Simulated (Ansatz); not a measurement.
**GaCS (doublet): from Hartree-Fock to the top rungs, cc-pVDZ**

The task here is to estimate one member of a computed series from the others.

Method: cc-pVDZ, core rule «outside noble gas», up to 20 orbitals frozen; program: Ansatz 0.2.0, Gaussian basis.

Plan: UHF; CCSD(T) on ROHF; CCSD(T) on UHF; BCCD(T) on ROHF; CISD as a restricted active space (open shells left free, so some higher excitations enter); CCSDT(Q) on ROHF; CCSDT(Q) on UHF.

23 further runs of the same task are left out: 7 for a known fault of the program, 6 that didn't finish, 10 set aside as unsound or not needed. Runs told in other sessions of the task aren't counted.

## The geometry

The geometry is a PBE0/def2-TZVP stationary point (not a proven minimum) of the parent state, kept for this charge and spin. No spin-orbit coupling is included. The filled d shell of Ga may be among the frozen orbitals whatever the setting's name suggests.

3 atoms, charge 0, spin multiplicity 2.

Atoms are counted from 1 here; the program's logs count them from 0.

Bond lengths: C1–S2 1.726 Å, C1–Ga3 1.874 Å, S2–Ga3 2.403 Å. Angles: S2–C1–Ga3 83.7°, C1–S2–Ga3 50.8°, C1–Ga3–S2 45.5°.

Set-up of the first run:

File in.yaml:

```yaml
crystal:
  periodic: [false, false, false]
  atoms:
    - {symbol: C, position_ang: [0.000000, -1.160693, 0.575194]}
    - {symbol: S, position_ang: [0.000000, 0.246092, 1.574708]}
    - {symbol: Ga, position_ang: [0.000000, 0.086769, -0.823279]}
basis:
  gaussian: {orbitals: cc-pVDZ}
magnetization: {spin_polarized: true, initial_magnetization: 1}
hamiltonian: {xc: hf}
output: {orbitals: {seedname: orbitals}}
```

On the command line:

```
$ ansatz run in.yaml --threads 1 --pin off --events-out ev --progress --plain --max-ram 2393MiB
```

Steps of the session up to this table: UHF; CCSD(T) on ROHF; CCSD(T) on UHF; BCCD(T) on ROHF; CISD as a restricted active space (open shells left free, so some higher excitations enter); CCSDT(Q) on ROHF; CCSDT(Q) on UHF.

One table of the session follows, with a row left open; its other results are not shown here.

```
   method  from UCCSDT(Q) (meV)
     ROHF               +9268.9
      UHF               +9041.6
     RMP2               +1288.3
     UMP2               +1611.2
    RCCSD                +558.8
    UCCSD                +552.3
 RCCSD(T)                     ?
 UCCSD(T)                +108.4
  BCCD(T)                 +78.5
   RCCSDT                 +50.8
   UCCSDT                 +48.6
RCCSDT(Q)                 +13.2
UCCSDT(Q)                     0
```

**Question.** Estimate the row for RCCSD(T).

As computed: from UCCSDT(Q) (meV): +82.1. In the column «from UCCSDT(Q) (meV)» it lies between BCCD(T) (+78.5) and UCCSD(T) (+108.4).

Not comparable, so not listed: CISD as a restricted active space (open shells left free, so some higher excitations enter) (they don't share determinant, frozen orbitals or solution with the rows shown, or repeat one).

Caveats from the session: Restricted and unrestricted rows rest on different reference determinants; a gap between their highest levels can come from leftover correlation error, from unlike frozen cores or from another state.
